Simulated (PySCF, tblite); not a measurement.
# C6H13N+ (doublet): geometry, infrared bands and EPR parameters

What infrared bands and EPR parameters should C6H13N+ (doublet) (`C1CCC[NH+]CC1`) show?

Computed with tblite 0.8.0 and PySCF 2.14.0, with density-fitted response routines of our own, on a single molecule in the gas phase. Atoms are numbered from 0 throughout.

## Step 1: The molecule as given

20 atoms, charge 1, multiplicity 2; geometry from: force field or distance geometry start.

Bonds of the start (Å): C0–C1 1.54, C1–C2 1.54, C2–C3 1.51, C3–N4 1.47, N4–C5 1.47, C5–C6 1.53, C6–C0 1.52, C0–H7 1.10, C0–H8 1.10, C1–H9 1.08, C1–H10 1.09, C2–H11 1.10, C2–H12 1.10, C3–H13 1.10, C3–H14 1.10, N4–H15 1.02, C5–H16 1.09, C5–H17 1.10, C6–H18 1.11, C6–H19 1.09.

## Step 2: Relaxing the molecule with GFN2-xTB

The job: settings as JSON, then the geometry in Å.

```
{"job": {"kind": "relax", "xc": "GFN2-xTB", "basis": "xTB"}, "charge": 1, "multiplicity": 2}
C     -0.093200     1.584200     0.174000
C     -1.079000     0.811900    -0.714200
C     -1.587500    -0.460100    -0.018400
C     -0.590100    -1.590000     0.092600
N      0.639700    -1.256900     0.826200
C      1.527000    -0.436900    -0.003600
C      1.334200     1.067000     0.190200
H     -0.479900     1.626100     1.206700
H     -0.069800     2.627300    -0.163000
H     -0.632300     0.572700    -1.673500
H     -1.940800     1.452400    -0.906000
H     -1.988500    -0.206000     0.974800
H     -2.460100    -0.825900    -0.586200
H     -0.355500    -2.011500    -0.891700
H     -1.082300    -2.399700     0.656500
H      1.121100    -2.127800     1.044500
H      1.466500    -0.698200    -1.060300
H      2.564100    -0.672600     0.287800
H      1.794800     1.375200     1.147000
H      1.906800     1.579200    -0.586400
```

Run with:

```sh
$ OMP_NUM_THREADS=1 python probes_run.py task.json out
```

The driver reads the jobs from task.json and runs them one after another.

The program printed:

```text
step      E/eV     max force
  0    -596.26338    2.963
  1    -596.43971    1.820
  2    -596.53936    0.727
  3    -596.59085    0.575
  4    -596.62921    0.585
  5    -596.65454    0.610
  6    -596.68998    0.487
  7    -596.71468    0.373
  8    -596.73045    0.347
  9    -596.74185    0.341
 10    -596.75272    0.350
 11    -596.76573    0.332
 12    -596.77874    0.318
 13    -596.79281    0.290
 14    -596.81050    0.399
 15    -596.83191    0.490
 16    -596.85005    0.662
 17    -596.82373    1.310
 18    -596.86984    0.248
 19    -596.87931    0.283
 20    -596.90841    0.535
 21    -596.91743    0.247
 22    -596.92702    0.239
 23    -596.93963    0.199
 24    -596.94633    0.250
 25    -596.95299    0.209
 26    -596.95748    0.135
 27    -596.96102    0.153
 28    -596.96412    0.152
 29    -596.96666    0.151
 30    -596.96818    0.082
 31    -596.96910    0.064
 32    -596.96988    0.061
 33    -596.97071    0.058
 34    -596.97137    0.047
 35    -596.97178    0.037
 36    -596.97205    0.038
 37    -596.97232    0.036
 38    -596.97260    0.027
 39    -596.97283    0.029
 40    -596.97297    0.026
 41    -596.97309    0.031
 42    -596.97322    0.040
 43    -596.97339    0.043
 44    -596.97355    0.044
 45    -596.97367    0.034
 46    -596.97377    0.026
 47    -596.97387    0.025
 48    -596.97395    0.020
 49    -596.97402    0.020
 50    -596.97407    0.017
 51    -596.97412    0.016
 52    -596.97417    0.015
 53    -596.97421    0.013
 54    -596.97424    0.011
 55    -596.97427    0.015
 56    -596.97431    0.016
 57    -596.97438    0.022
 58    -596.97445    0.022
 59    -596.97452    0.017
 60    -596.97458    0.015
 61    -596.97464    0.019
 62    -596.97472    0.023
 63    -596.97480    0.023
 64    -596.97487    0.018
 65    -596.97493    0.020
 66    -596.97499    0.020
 67    -596.97507    0.020
 68    -596.97518    0.027
 69    -596.97532    0.032
 70    -596.97547    0.033
 71    -596.97560    0.027
 72    -596.97569    0.020
 73    -596.97576    0.019
 74    -596.97583    0.019
 75    -596.97591    0.024
 76    -596.97597    0.018
 77    -596.97601    0.012
 78    -596.97603    0.008
```

Run time: 0.38 s. Hardware: 1 thread of Arm Neoverse V2, shared host.

Step by step: (not every step is listed)

| step | energy from step 0 (eV) | largest force (eV/Å) |
| --- | --- | --- |
| 0 | 0.0000 | 2.9635 |
| 1 | -0.1763 | 1.8198 |
| 2 | -0.2760 | 0.7271 |
| 3 | -0.3275 | 0.5748 |
| 4 | -0.3658 | 0.5853 |
| 5 | -0.3912 | 0.6103 |
| 6 | -0.4266 | 0.4868 |
| 7 | -0.4513 | 0.3734 |
| 8 | -0.4671 | 0.3467 |
| 14 | -0.5471 | 0.3988 |
| 20 | -0.6450 | 0.5347 |
| 26 | -0.6941 | 0.1346 |
| 32 | -0.7065 | 0.0610 |
| 38 | -0.7092 | 0.0266 |
| 44 | -0.7102 | 0.0441 |
| 50 | -0.7107 | 0.0171 |
| 56 | -0.7109 | 0.0158 |
| 62 | -0.7113 | 0.0232 |
| 68 | -0.7118 | 0.0274 |
| 73 | -0.7124 | 0.0188 |
| 74 | -0.7124 | 0.0192 |
| 75 | -0.7125 | 0.0242 |
| 76 | -0.7126 | 0.0184 |
| 77 | -0.7126 | 0.0116 |
| 78 | -0.7127 | 0.0079 |

Distances of close pairs at the start and the end, largest changes first:

| bond | before (Å) | after (Å) | change (Å) |
| --- | --- | --- | --- |
| C3–N4 | 1.470 | 1.402 | -0.068 |
| N4–C5 | 1.466 | 1.402 | -0.064 |
| C2–C3 | 1.511 | 1.568 | +0.056 |
| C5–C6 | 1.529 | 1.567 | +0.039 |
| C1–C2 | 1.536 | 1.517 | -0.020 |
| C6–H18 | 1.106 | 1.089 | -0.016 |
| C2–H12 | 1.103 | 1.091 | -0.013 |
| C0–H7 | 1.104 | 1.092 | -0.012 |

The next job starts from the end point, and lists it.

## Step 3: Harmonic vibrations with GFN2-xTB

The job: settings as JSON, then the geometry in Å.

```
{"job": {"kind": "ir", "xc": "GFN2-xTB", "basis": "xTB"}, "charge": 1, "multiplicity": 2}
C     -0.062810     1.528980     0.244571
C     -1.055858     0.775947    -0.659627
C     -1.593155    -0.496155    -0.031885
C     -0.567725    -1.681551     0.000701
N      0.634982    -1.268672     0.591222
C      1.557156    -0.486700    -0.117760
C      1.381795     1.040843     0.185630
H     -0.432296     1.488721     1.270873
H     -0.057692     2.579790    -0.047771
H     -0.624646     0.579830    -1.642194
H     -1.914103     1.433874    -0.817276
H     -1.932710    -0.294736     0.984718
H     -2.435523    -0.870643    -0.614983
H     -0.379943    -1.993778    -1.029505
H     -1.012406    -2.498455     0.571179
H      0.675505    -1.227014     1.603904
H      1.442033    -0.672623    -1.186455
H      2.577352    -0.744628     0.183955
H      1.877727     1.272741     1.127264
H      1.917171     1.544907    -0.619597
```

The program printed:

```text
mode    cm-1     km/mol
  1     104.0      0.60
  2     162.3      1.09
  3     293.7      0.62
  4     306.8      2.47
  5     315.2      1.20
  6     416.0     24.97
  7     463.6     25.54
  8     499.9      3.39
  9     605.3     96.25
 10     762.4     27.02
 11     803.3     13.40
 12     845.9     13.03
 13     878.6      9.24
 14     893.3      6.58
 15     907.0    144.19
 16     938.7     13.02
 17     992.5    125.79
 18     998.6    142.38
 19    1038.9     14.90
 20    1045.1     26.59
 21    1112.9     34.23
 22    1128.8      9.24
 23    1139.0     21.80
 24    1166.2     14.95
 25    1203.4      0.30
 26    1213.8      1.16
 27    1233.2     11.41
 28    1244.3      3.62
 29    1269.4      3.47
 30    1283.1      0.27
 31    1288.2      9.61
 32    1312.3      0.81
 33    1325.0      6.43
 34    1347.9      2.42
 35    1354.5      0.69
 36    1424.4     14.65
 37    1434.1      7.06
 38    1439.9      9.43
 39    1443.6     11.72
 40    1450.3      8.15
 41    1467.6     15.93
 42    2939.5     16.07
 43    2969.5     10.52
 44    2973.6      6.35
 45    2985.5      4.22
 46    2989.8      9.61
 47    2993.6      2.51
 48    2998.1      5.17
 49    3001.1      5.02
 50    3004.0      0.45
 51    3005.4      6.69
 52    3011.3     26.09
 53    3021.2     19.50
 54    3367.2     49.69
```

It took 0.5 s on 1 thread of Arm Neoverse V2, shared host.

The strongest bands and the atoms that carry them (share of the mass-weighted mode):

| cm⁻¹ | km/mol | atoms |
| --- | --- | --- |
| 605 | 96.2 | N4 40 %, H15 32 % |
| 762 | 27.0 | H19 20 %, H18 18 %, H8 12 %, H7 11 % |
| 907 | 144.2 | C5 12 %, H17 12 %, H16 10 % |
| 992 | 125.8 | C5 21 %, C6 21 % |
| 999 | 142.4 | C3 27 %, C2 19 % |
| 1045 | 26.6 | C1 12 %, C0 12 % |
| 1113 | 34.2 | H17 17 %, H19 14 %, H12 11 % |
| 3367 | 49.7 | H15 93 % |

## Step 4: g tensor and hyperfine couplings: B3LYP/pcH-1

Same as in step 3 but for these lines:

```diff
@@ -1,2 +1,2 @@
-{"job": {"kind": "ir", "xc": "GFN2-xTB", "basis": "xTB"}, "charge": 1, "multiplicity": 2}
+{"job": {"kind": "epr", "basis": "pcH-1"}, "charge": 1, "multiplicity": 2}
 C     -0.062810     1.528980     0.244571
```

With the program's defaults for keys left out, this is: UKS B3LYP, pcH-1 on C H N, non-relativistic, mean-field spin-orbit, GIAO.

The program printed:

```text
UKS, coarse grid
  cycle   1  E = -290.90293804  |g| = 3.11e-01
  cycle   2  E = -290.84342814  |g| = 4.68e-01
  cycle   3  E = -290.95028898  |g| = 8.09e-02
  cycle   4  E = -290.95257097  |g| = 2.80e-02
  cycle   5  E = -290.95293848  |g| = 1.27e-02
  cycle   6  E = -290.95301685  |g| = 2.88e-03
  cycle   7  E = -290.95302378  |g| = 1.17e-03
  cycle   8  E = -290.95302446  |g| = 4.14e-04
UKS, final grid
  cycle   1  E = -290.95313429  |g| = 5.32e-04
  cycle   2  E = -290.95313418  |g| = 7.16e-04
  cycle   3  E = -290.95313443  |g| = 5.01e-05
  cycle   4  E = -290.95313443  |g| = 2.02e-05
E = -290.95313443 Eh   <S^2> = 0.7541 (exact 0.7500)
g shifts (ppm)      1          2          3
  rmc          -222       -222       -222
  gc              6         33         36
  oz_so          45       1578       2040
  total        -171       1389       1854
hyperfine (MHz)  atom isotope    a_iso     a_fc   dipolar eigenvalues
    0   13C      -3.42      -3.42     -1.18     -0.79      1.97
    1   13C      -2.61      -2.61     -1.72     -0.96      2.68
    2   13C      54.64      54.64    -13.54    -13.16     26.70
    3   13C     -29.87     -29.87     -8.33     -3.36     11.69
    4   14N      39.27      39.27    -36.77    -36.65     73.41
    5   13C     -29.82     -29.82     -7.93     -3.00     10.93
    6   13C      54.24      54.24    -11.66    -11.33     22.99
    7    1H       0.80       0.80     -2.66     -1.67      4.33
    8    1H       3.73       3.73     -1.83     -0.85      2.68
    9    1H       1.43       1.43     -2.43     -1.45      3.89
   10    1H      20.77      20.77     -2.09     -1.11      3.21
   11    1H      -7.33      -7.33     -7.04     -1.64      8.68
   12    1H      44.01      44.01     -6.42     -2.08      8.50
   13    1H      41.06      41.06     -5.21     -4.30      9.50
   14    1H      46.29      46.29     -5.52     -4.56     10.08
   15    1H     -49.93     -49.93    -41.27    -10.13     51.40
   16    1H       4.33       4.33     -4.69     -3.75      8.44
   17    1H     109.42     109.42     -6.61     -4.56     11.17
   18    1H      -4.28      -4.28     -6.05     -1.46      7.51
   19    1H      26.87      26.87     -5.55     -1.76      7.31
```

It took 72 s on 1 thread of Arm Neoverse V2, shared host; peak memory 1 GiB.

Principal g values 2.00215, 2.00371, 2.00417; g(iso) = 2.00334, against 2.00232 for a free electron.

Mean a(iso) over the nuclei that a row names, and the largest dipolar term of the row (other rows stand at the frozen geometry):

| nuclei | isotope | a(iso) (MHz) | a(iso) (G, at g = 2.0023) | largest dipolar term (MHz) |
| --- | --- | --- | --- | --- |
| C2, C6 | 13C | 54.4 | 19.4 | 26.7 |
| H13, H14, H16, H17 | 1H | 50.3 | 17.9 | 11.2 |
| H15 | 1H | -49.9 | -17.8 | 51.4 |
| N4 | 14N | 39.3 | 14.0 | 73.4 |
| C3, C5 | 13C | -29.8 | -10.7 | 11.7 |
| H11, H12, H18, H19 | 1H | 14.8 | 5.3 | 8.7 |
| H7, H8, H9, H10 | 1H | 6.7 | 2.4 | 4.3 |
| C0, C1 | 13C | -3.0 | -1.1 | 2.7 |

Mulliken spin populations:

C0 0.00; C1 0.00; C2 0.11; C3 -0.02; N4 0.74; C5 -0.02; C6 0.10; H7 0.00; H8 0.00; H9 0.00; H10 0.01; H11 0.00; H12 0.02; H13 0.02; H14 0.02; H15 -0.03; H16 0.00; H17 0.04; H18 0.00; H19 0.01

In first order the couplings over 0.8 MHz of 1H, 14N give 750 distinct lines over 148.3 G, if the averaged nuclei exchange fast; the same motion can average rows kept apart here too.

The fields below are evaluated on a grid from the run's orbitals.

ELF in a plane through or near 7 of the atoms.

Ten even steps from ' ' (0.00) to '@' (1.00):
```
                                                        
                                                        
                                                        
                --++--      --%%@@%%::                  
              ++@@@@@@--  ..##@@@@@@++                  
            ..**@@@@@@##..::##@@@@@@--                  
              ::%%@@@@##==++**%%@@++    ::----          
                ..--**==##@@::..++**==##@@@@@@**..      
          --**##****%%**++**++##@@**++@@@@@@@@%%::      
        ..++%%%%**--**++::....==**====##@@@@@@++        
          ::**##==--##**--    ..==%%##++..              
            ::::==##@@**++--::--==::--==::              
                ==**--==--##******::==****==..          
            ..##@@@@@@**==******==--++++++++::          
            **@@@@@@@@**::--++==::....::--::            
            ::%%@@@@%%::    ....                        
                ++**--                                  
                                                        
                                                        
                                                        
```
The map spans 10.2 Å across and 9.9 Å up, centred on the molecule. Atoms in the plane (x, y in Å): C1 (0.4, 1.3), C3 (1.4, -1.0), C5 (-1.0, -1.3), C6 (-1.7, 0.0), H10 (0.8, 2.4), H12 (2.5, 0.8), H17 (-1.7, -2.1).

log10 of the density (e/Å³) in the same plane.

Values, 10 rows by 14 columns:
```
-4.0 -4.0 -4.0 -4.0 -4.0 -4.0 -4.0 -4.0 -4.0 -4.0 -4.0 -4.0 -4.0 -4.0
-4.0 -4.0 -4.0 -4.0 -3.4 -3.2 -3.2 -2.9 -2.7 -3.3 -4.0 -4.0 -4.0 -4.0
-4.0 -4.0 -4.0 -2.6 -1.6 -1.2 -1.6 -1.1 -0.7 -1.7 -2.9 -3.7 -4.0 -4.0
-4.0 -4.0 -3.3 -2.0 -0.8  0.0 -0.3  0.0  0.1 -1.1 -1.5 -2.1 -3.1 -4.0
-4.0 -3.3 -2.1 -0.8 -0.2  0.0 -0.2 -0.1  0.1  0.2  0.3 -0.9 -2.3 -3.8
-4.0 -3.2 -2.0 -0.6  0.1  0.1 -0.5 -1.0 -0.3  0.0 -0.8 -1.7 -2.8 -4.0
-4.0 -3.8 -2.8 -1.7 -0.6  0.4  0.3  0.1  0.1  0.2 -0.6 -1.8 -3.1 -4.0
-4.0 -4.0 -3.5 -1.8 -0.5 -0.1 -0.7 -0.7 -1.0 -1.2 -1.5 -2.3 -3.5 -4.0
-4.0 -4.0 -4.0 -3.0 -2.1 -2.0 -2.3 -2.3 -2.5 -2.8 -3.1 -3.7 -4.0 -4.0
-4.0 -4.0 -4.0 -4.0 -4.0 -4.0 -4.0 -4.0 -4.0 -4.0 -4.0 -4.0 -4.0 -4.0
```
The map spans 10.2 Å across and 9.9 Å up, centred on the molecule. Atoms in the plane (x, y in Å): C1 (0.4, 1.3), C3 (1.4, -1.0), C5 (-1.0, -1.3), C6 (-1.7, 0.0), H10 (0.8, 2.4), H12 (2.5, 0.8), H17 (-1.7, -2.1).

On the surface of density 0.002 e/bohr³ the electrostatic potential runs, from the 1st to the 99th percentile, from 3.65 to 6.78 V.

The spin density lies nearest to N4 54 %; C2, C6 about 8 % each.

## Step 5: Summary of results

```
                                 quantity                    value
strongest single infrared mode (GFN2-xTB)     907 cm⁻¹, 144 km/mol
             zero-point energy (GFN2-xTB)           114.1 kcal/mol
                           g(iso) (B3LYP)                  2.00334
                                     ⟨S²⟩       0.754 (exact 0.75)
       largest a(iso) (averaged by class)  13C on C2, C6, 54.4 MHz
```

**Reading.** Relaxing lowered the energy by 0.713 eV in 78 steps; the close pair that moved most is C3–N4, from 1.470 to 1.402 Å. All 54 modes are real, so the xTB geometry is a minimum. The strongest single mode, at 907 cm⁻¹, has its largest shares on C5, H17 and H16 (the list is cut at 3 atoms). GFN2-xTB is a fitted tight-binding method: band positions and strengths are rough. Its intensities can rank the bands wrongly. Most of the unpaired spin sits on N4 (0.74 e). The isotropic g lies 1.0 ppt above the free-electron value. The conformer search found further structures of the same energy, which may be mirror or relabelled copies of this one.
